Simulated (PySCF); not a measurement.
# C2H7F2NSi: the cost of one run

The runs use PySCF 2.14.0, with density-fitted response routines of our own; the level of theory stands in each step. All values are computed, except where a source is named. Atoms are numbered from 0 throughout.

## (1) The starting structure

13 atoms, charge 0, multiplicity 1; geometry from: GFN2-xTB. The atoms were then displaced at random by about 0.01 Å, so the start is not that level's minimum.

Bonds of the start (Å): N0–Si1 1.74, Si1–C2 1.91, C2–C3 1.45, C3–F4 1.38, C3–F5 1.39, N0–H6 0.98, N0–H7 1.03, Si1–H8 1.45, Si1–H9 1.46, C2–H10 1.11, C2–H11 1.10, C3–H12 1.12.

## (2) Relaxing the molecule at PBE0-D3(BJ)/def2-SVP

Job settings and geometry (Å):

```
{"job": {"xc": "PBE0", "basis": "def2-SVP", "d3": "d3bj", "grid": 1, "shake": 0.01, "kind": "geom"}, "charge": 0, "multiplicity": 1}
N      2.311730    -0.406630    -0.074950
Si     0.687460    -0.730540    -0.611150
C     -0.394660     0.570210     0.279500
C     -1.786910     0.445500    -0.097840
F     -2.309450    -0.796150     0.197000
F     -2.608340     1.324490     0.592510
H      3.051520    -0.987600    -0.367000
H      2.632320     0.576110    -0.032230
H      0.389990    -2.075570    -0.143390
H      0.433510    -0.594010    -2.044910
H     -0.305380     0.441830     1.376220
H     -0.055240     1.589750     0.060750
H     -2.040730     0.625710    -1.173590
```

Run with:

```sh
OMP_NUM_THREADS=1 python probes_run.py task.json out
```

One launch serves the whole session: the jobs run in the order shown.

Q: Estimate the wall time and peak memory of this first job on 1 thread of Arm Neoverse V2, shared host.

About 65 s, with a peak of 0.52 GiB.
